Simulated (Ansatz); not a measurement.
# La2AlCo2C: the cost of one run

Method: DFT PBE, scalar-relativistic, plane waves, PAW, unless a step names another level, in Ansatz 0.2.0.

4 further runs of the same task are left out: 1 that didn't finish, 3 set aside as unsound or not needed.

## (1) The starting structure

The structure is tetragonal, space group P4mm (No. 99). The conventional cell has a = 3.616 Å, b = 3.616 Å, c = 9.101 Å, α = 90.00°, β = 90.00°, γ = 90.00°. La (site symmetry 4mm) is surrounded by 4 Al at 3.10 Å. Around La (site symmetry 4mm) lie 4 Co at 2.86 Å and 4 C at 2.94 Å. Al (site symmetry 4mm) is surrounded by 4 Co at 2.38 Å. Around Co (site symmetry 2mm) lie 2 C at 1.96 Å. C (site symmetry 4mm) has 4 Co at 1.96 Å as nearest neighbours.

Structure file:

```xyz
6
Lattice="3.6159 0.0000 0.0000 0.0000 3.6159 0.0000 0.0000 0.0000 9.1008" Properties=species:S:1:pos:R:3 pbc="T T T"
La    0.0000    0.0000    2.9836
La    1.8079    1.8079    6.5753
Al    1.8079    1.8079    1.2325
Co    1.8079    0.0000    8.7905
Co    0.0000    1.8079    8.7905
C     0.0000    0.0000    8.0308
```

It came out lowest among 18 distinct ends of the trial cells. At a tolerance of 0.05 Å it has space group P4mm (No. 99).

## (2) A stricter relaxation, on the response runs' mesh and smearing

input.yaml reads:

```yaml
crystal:
  lattice:
    - [3.6158783273, 0.0, 0.0]
    - [0.0, 3.6158783273, 0.0]
    - [0.0, 0.0, 9.1007855899]
  atoms:
    - { symbol: La, position: [0.0, 0.0, 0.3278426803] }
    - { symbol: La, position: [0.5, 0.5, 0.7224947589] }
    - { symbol: Al, position: [0.5, 0.5, 0.1354318575] }
    - { symbol: Co, position: [0.5, 0.0, 0.9659004264] }
    - { symbol: Co, position: [0.0, 0.5, 0.9659004264] }
    - { symbol: C, position: [0.0, 0.0, 0.8824298204] }
basis:
  ecutwfc: 420
kpoints:
  mp_grid: { grid: [8, 8, 4] }
hamiltonian:
  xc: pbe
scf:
  occupations: { method: gaussian, width: 0.1 }
output:
  forces: true
  stress: true
  eigenvalues: true
  write_density: true
  write_potential: true
  elf: true
  volumetric_format: npy
relax:
  adjacent_minimum: "off"
  f_tol: 0.001
  max_steps: 60
  cell: { stress_tol: 0.01 }
```

Launch:

```bash
$ ansatz run input.yaml --threads 3 --pin off --max-ram 7680MiB --backend cpu --events-out ev --progress --plain --runs-dir out
```

**Question.** How long does this run take on 3 threads of Arm Neoverse V1, shared host, and how much memory does it need?

About 39 s, with a peak of 0.53 GiB.
